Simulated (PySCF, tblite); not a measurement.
# C7H5F3: a rotation path, then NMR shifts on frames, part 2 of 2

tblite 0.8.0 and PySCF 2.14.0. Atoms count from 0.

## (5) Nuclear shieldings: image 4, PBE0/pcSseg-1

The job: settings as JSON, then the geometry in Å.

```
{"job": {"kind": "nmr", "xc": "PBE0", "basis": "pcSseg-1", "pop": false}, "charge": 0, "multiplicity": 1}
F     -2.134500    -2.196700    -1.144700
C     -1.621200    -1.058000    -0.684000
C     -1.297600     0.107600    -1.230300
C     -0.731800     0.635000     0.073700
C      0.703300     0.208900     0.323700
C      1.980700     0.920200     0.039200
F      2.668400     1.165300     1.188600
F      1.746500     2.126300    -0.529100
C      0.375200    -0.969200     0.852000
C     -1.114600    -0.742500     0.697900
H     -1.337000     0.532000    -2.211900
H     -1.066400     1.592500     0.451200
H      2.655900     0.356600    -0.628500
H      0.929200    -1.810000     1.221200
H     -1.760600    -0.860100     1.558800
```

Method: GIAO PBE0/pcSseg-1 NMR shielding, non-relativistic, gas phase.

What it wrote:

```text
coarse grid: 13960 points
cycle   1  E = -568.3113643211  dE =  1.941e+00  |g| = 7.920e-01  |ddm| = 3.748e+00
cycle   2  E = -568.2198409029  dE =  9.152e-02  |g| = 1.115e+00  |ddm| = 1.186e+00
cycle   3  E = -568.4189207948  dE = -1.991e-01  |g| = 7.791e-02  |ddm| = 7.091e-01
cycle   4  E = -568.4198593843  dE = -9.386e-04  |g| = 4.381e-02  |ddm| = 1.130e-01
cycle   5  E = -568.4202722289  dE = -4.128e-04  |g| = 1.017e-02  |ddm| = 4.662e-02
cycle   6  E = -568.4202901195  dE = -1.789e-05  |g| = 4.574e-03  |ddm| = 1.128e-02
cycle   7  E = -568.4202946299  dE = -4.510e-06  |g| = 1.194e-03  |ddm| = 4.543e-03
final grid: 140128 points
cycle   8  E = -568.5010637538  dE = -4.962e-05  |g| = 8.850e-03  |ddm| = 4.310e-02
cycle   9  E = -568.5010457392  dE =  1.801e-05  |g| = 1.329e-02  |ddm| = 2.020e-02
cycle  10  E = -568.5010809984  dE = -3.526e-05  |g| = 1.865e-03  |ddm| = 1.189e-02
cycle  11  E = -568.5010817070  dE = -7.086e-07  |g| = 6.008e-04  |ddm| = 2.210e-03
cycle  12  E = -568.5010817896  dE = -8.262e-08  |g| = 1.849e-04  |ddm| = 7.155e-04
cycle  13  E = -568.5010817961  dE = -6.442e-09  |g| = 3.963e-05  |ddm| = 1.653e-04
cycle  14  E = -568.5010817963  dE = -2.451e-10  |g| = 1.299e-05  |ddm| = 3.705e-05
converged SCF energy = -568.5010817963

GIAO shielding tensors (ppm)
atom      isotropic    diamagn.    paramagn.     s11        s22        s33       span
  0 F      254.049     470.773    -216.724    137.305    263.246    361.597    224.292
  1 C        8.997     254.763    -245.766    -91.634     34.724     83.901    175.535
  2 C       67.502     254.243    -186.741    -10.880     66.644    146.742    157.622
  3 C      146.981     245.304     -98.323    114.185    151.372    175.387     61.202
  4 C       22.139     260.686    -238.547    -87.101     15.731    137.787    224.888
  5 C       69.819     234.363    -164.543     48.583     67.964     92.911     44.328
  6 F      296.113     468.773    -172.660    179.497    334.240    374.601    195.104
  7 F      323.698     471.579    -147.881    221.165    352.055    397.875    176.711
  8 C       34.414     249.123    -214.709    -74.967     16.827    161.380    236.347
  9 C      133.434     256.612    -123.178    111.190    129.188    159.926     48.736
 10 H       26.201      30.786      -4.585     23.874     25.947     28.783      4.909
 11 H       27.732      30.416      -2.683     24.490     26.773     31.933      7.443
 12 H       24.909      26.387      -1.478     23.379     23.505     27.843      4.464
 13 H       24.561      32.509      -7.947     22.290     25.148     26.247      3.957
 14 H       27.689      30.962      -3.274     25.324     26.302     31.439      6.116
```

It took 34 s on 1 thread of Intel Xeon Platinum 8375C at 2.90GHz, shared host; peak memory 0.87 GiB.

This run: δ C1 177.9, C4 164.8, C8 152.5, C2 119.4, H13 7.16, H12 6.81 ppm.

## (6) NMR shieldings: image 6, PBE0/pcSseg-1

The job: settings as JSON, then the geometry in Å.

```
{"job": {"kind": "nmr", "xc": "PBE0", "basis": "pcSseg-1", "pop": false}, "charge": 0, "multiplicity": 1}
F     -2.093000    -2.272800    -1.075200
C     -1.599400    -1.104700    -0.671400
C     -1.266400     0.027500    -1.279200
C     -0.742000     0.639600     0.005000
C      0.686900     0.242700     0.328100
C      1.970000     0.940200     0.038700
F      2.881700     0.701200     1.015500
F      1.792600     2.284400    -0.006400
C      0.351000    -0.904100     0.915700
C     -1.135000    -0.700400     0.701600
H     -1.282600     0.389500    -2.286300
H     -1.093900     1.615300     0.314900
H      2.427100     0.635500    -0.920800
H      0.902300    -1.715800     1.347900
H     -1.803700    -0.770200     1.550100
```

Level: GIAO PBE0/pcSseg-1 NMR shielding, non-relativistic, gas phase.

What it wrote:

```text
coarse grid: 13960 points
cycle   1  E = -568.3132599049  dE =  1.943e+00  |g| = 7.918e-01  |ddm| = 3.746e+00
cycle   2  E = -568.2222357762  dE =  9.102e-02  |g| = 1.114e+00  |ddm| = 1.193e+00
cycle   3  E = -568.4207682740  dE = -1.985e-01  |g| = 7.845e-02  |ddm| = 7.103e-01
cycle   4  E = -568.4217055449  dE = -9.373e-04  |g| = 4.447e-02  |ddm| = 1.090e-01
cycle   5  E = -568.4221317562  dE = -4.262e-04  |g| = 1.053e-02  |ddm| = 4.521e-02
cycle   6  E = -568.4221516430  dE = -1.989e-05  |g| = 4.807e-03  |ddm| = 1.334e-02
cycle   7  E = -568.4221568545  dE = -5.211e-06  |g| = 1.425e-03  |ddm| = 5.510e-03
final grid: 140128 points
cycle   8  E = -568.5021269762  dE = -4.822e-05  |g| = 8.050e-03  |ddm| = 4.374e-02
cycle   9  E = -568.5021151089  dE =  1.187e-05  |g| = 1.133e-02  |ddm| = 1.802e-02
cycle  10  E = -568.5021420315  dE = -2.692e-05  |g| = 1.447e-03  |ddm| = 1.024e-02
cycle  11  E = -568.5021424288  dE = -3.973e-07  |g| = 5.334e-04  |ddm| = 1.675e-03
cycle  12  E = -568.5021424894  dE = -6.061e-08  |g| = 2.059e-04  |ddm| = 6.580e-04
cycle  13  E = -568.5021424976  dE = -8.145e-09  |g| = 3.764e-05  |ddm| = 1.888e-04
cycle  14  E = -568.5021424978  dE = -2.208e-10  |g| = 1.306e-05  |ddm| = 3.912e-05
converged SCF energy = -568.5021424978

GIAO shielding tensors (ppm)
atom      isotropic    diamagn.    paramagn.     s11        s22        s33       span
  0 F      254.115     470.734    -216.619    137.141    262.657    362.547    225.405
  1 C        9.248     254.726    -245.479    -92.093     35.729     84.107    176.200
  2 C       68.373     254.512    -186.139     -9.991     67.039    148.072    158.063
  3 C      147.244     245.735     -98.491    115.019    150.656    176.056     61.038
  4 C       22.481     260.917    -238.435    -86.243     16.582    137.104    223.347
  5 C       68.545     235.636    -167.092     47.141     68.014     90.479     43.337
  6 F      311.956     468.884    -156.929    206.250    346.567    383.050    176.801
  7 F      315.490     470.720    -155.231    205.934    346.557    393.978    188.044
  8 C       36.106     248.650    -212.544    -72.753     19.449    161.622    234.375
  9 C      133.377     256.717    -123.340    111.364    129.025    159.743     48.378
 10 H       26.208      30.816      -4.608     23.959     25.791     28.873      4.914
 11 H       27.790      30.469      -2.679     24.377     26.976     32.018      7.641
 12 H       25.027      26.533      -1.505     23.391     23.957     27.734      4.343
 13 H       24.609      32.521      -7.912     22.233     25.169     26.424      4.191
 14 H       27.686      30.975      -3.288     25.291     26.335     31.434      6.143
```

Wall time 35 s (1 thread of Intel Xeon Platinum 8375C at 2.90GHz, shared host); peak memory 0.88 GiB.

This run: δ C1 177.7, C4 164.4, C8 150.8, C2 118.6, H13 7.11, H12 6.69 ppm.

## (7) Nuclear shieldings: image 8, PBE0/pcSseg-1

The job: settings as JSON, then the geometry in Å.

```
{"job": {"kind": "nmr", "xc": "PBE0", "basis": "pcSseg-1", "pop": false}, "charge": 0, "multiplicity": 1}
F     -2.053200    -2.332000    -1.013900
C     -1.561500    -1.146900    -0.663200
C     -1.214500    -0.047900    -1.321200
C     -0.744400     0.638800    -0.053000
C      0.672400     0.278000     0.353300
C      1.954700     0.961500     0.037000
F      3.003900     0.341700     0.627000
F      1.955500     2.241600     0.498000
C      0.321600    -0.835000     0.995700
C     -1.154300    -0.663900     0.702500
H     -1.207600     0.260600    -2.346500
H     -1.127200     1.621800     0.188600
H      2.155100     1.008700    -1.048500
H      0.858300    -1.612500     1.503000
H     -1.863100    -0.706300     1.519400
```

With the program's defaults for keys left out, this is: GIAO PBE0/pcSseg-1 NMR shielding, non-relativistic, gas phase.

What it wrote:

```text
coarse grid: 13960 points
cycle   1  E = -568.3145140907  dE =  1.943e+00  |g| = 7.907e-01  |ddm| = 3.738e+00
cycle   2  E = -568.2248954642  dE =  8.962e-02  |g| = 1.111e+00  |ddm| = 1.188e+00
cycle   3  E = -568.4216670282  dE = -1.968e-01  |g| = 7.795e-02  |ddm| = 7.007e-01
cycle   4  E = -568.4225730335  dE = -9.060e-04  |g| = 4.482e-02  |ddm| = 1.077e-01
cycle   5  E = -568.4230059011  dE = -4.329e-04  |g| = 1.123e-02  |ddm| = 4.592e-02
cycle   6  E = -568.4230286969  dE = -2.280e-05  |g| = 5.329e-03  |ddm| = 1.477e-02
cycle   7  E = -568.4230351777  dE = -6.481e-06  |g| = 1.532e-03  |ddm| = 6.041e-03
final grid: 140128 points
cycle   8  E = -568.5033005067  dE = -4.871e-05  |g| = 8.098e-03  |ddm| = 4.374e-02
cycle   9  E = -568.5032883474  dE =  1.216e-05  |g| = 1.145e-02  |ddm| = 1.813e-02
cycle  10  E = -568.5033157148  dE = -2.737e-05  |g| = 1.358e-03  |ddm| = 1.020e-02
cycle  11  E = -568.5033160566  dE = -3.418e-07  |g| = 5.159e-04  |ddm| = 1.558e-03
cycle  12  E = -568.5033161127  dE = -5.604e-08  |g| = 2.087e-04  |ddm| = 6.455e-04
cycle  13  E = -568.5033161213  dE = -8.612e-09  |g| = 3.667e-05  |ddm| = 1.932e-04
cycle  14  E = -568.5033161215  dE = -2.094e-10  |g| = 1.288e-05  |ddm| = 3.768e-05
converged SCF energy = -568.5033161215

GIAO shielding tensors (ppm)
atom      isotropic    diamagn.    paramagn.     s11        s22        s33       span
  0 F      252.961     470.720    -217.759    135.431    261.945    361.508    226.077
  1 C        9.215     254.615    -245.400    -92.303     36.019     83.929    176.232
  2 C       70.108     254.625    -184.517     -8.101     69.469    148.956    157.057
  3 C      148.189     246.335     -98.146    116.575    150.860    177.132     60.557
  4 C       24.421     261.051    -236.629    -83.366     16.131    140.499    223.865
  5 C       68.322     236.291    -167.969     50.320     68.589     86.057     35.737
  6 F      322.729     469.129    -146.400    216.285    352.166    399.737    183.452
  7 F      306.705     469.743    -163.039    197.950    338.859    383.304    185.355
  8 C       36.484     248.220    -211.736    -70.071     17.978    161.544    231.614
  9 C      133.172     256.676    -123.505    110.675    130.539    158.302     47.627
 10 H       26.225      30.826      -4.601     24.014     25.647     29.014      5.000
 11 H       27.978      30.456      -2.477     24.520     27.002     32.414      7.894
 12 H       25.296      26.941      -1.645     23.513     24.598     27.776      4.263
 13 H       24.570      32.518      -7.948     22.275     25.012     26.424      4.149
 14 H       27.653      30.952      -3.299     25.246     26.341     31.373      6.127
```

Run time: 30 s. Hardware: 1 thread of Intel Xeon Platinum 8375C at 2.90GHz, shared host; peak memory 0.88 GiB.

Key values: δ C1 177.7, C4 162.5, C8 150.4, C5 118.6, H13 7.15, H12 6.42 ppm.

## (8) Comparing the runs: NMR shifts

Shifts (ppm) of some atoms, chosen among heavy atoms and hydrogens apart, with basis size and wall time:

```tsv
frame	C8	C2	H12	H11	F0	F6	F7	functions	time
image 0	152.2	119.4	6.65	3.89	-85.2	-134.9	-143.6	195	34 s
image 2	153.3	119.9	6.73	3.93	-83.5	-122.8	-153.6	195	30 s
image 4	152.5	119.4	6.81	3.98	-83.1	-125.2	-152.8	195	34 s
image 6	150.8	118.6	6.69	3.93	-83.2	-141.0	-144.5	195	35 s
image 8	150.4	116.8	6.42	3.74	-82.0	-151.8	-135.8	195	30 s
```

## (9) Outcome

What follows sums up all 2 parts.

```
                                         quantity                                              value
                                          barrier                 0.022 eV (0.5 kcal/mol) at image 4
                            end to end (GFN2-xTB)                                          -0.006 eV
  ¹³C shifts against TMS (PBE0/pcSseg-1, image 0)  175.2, 162.2, 152.2, 119.4, 116.2, 53.8, 38.2 ppm
   ¹H shifts against TMS (PBE0/pcSseg-1, image 0)                   7.12, 6.65, 5.58, 4.05, 3.89 ppm
¹⁹F shifts against CFCl3 (PBE0/pcSseg-1, image 0)                          -85.2, -134.9, -143.6 ppm
                         range of the shift of F6                               -151.8 to -122.8 ppm
```

**Reading.** Along the band the dihedral turns by 119°, and the top (dihedral 0°) lies 0.5 kcal/mol above the start (GFN2-xTB, rough), so at room temperature this motion is fast. Ends this close can change order at a higher level. The top was not checked by a frequency run. Shifts at one fixed geometry are not the observed spectrum, which averages over the motion. In ppm, F6 moves most: its shift spreads over 29.0 ppm, from -151.8 (image 8) to -122.8 (image 2).
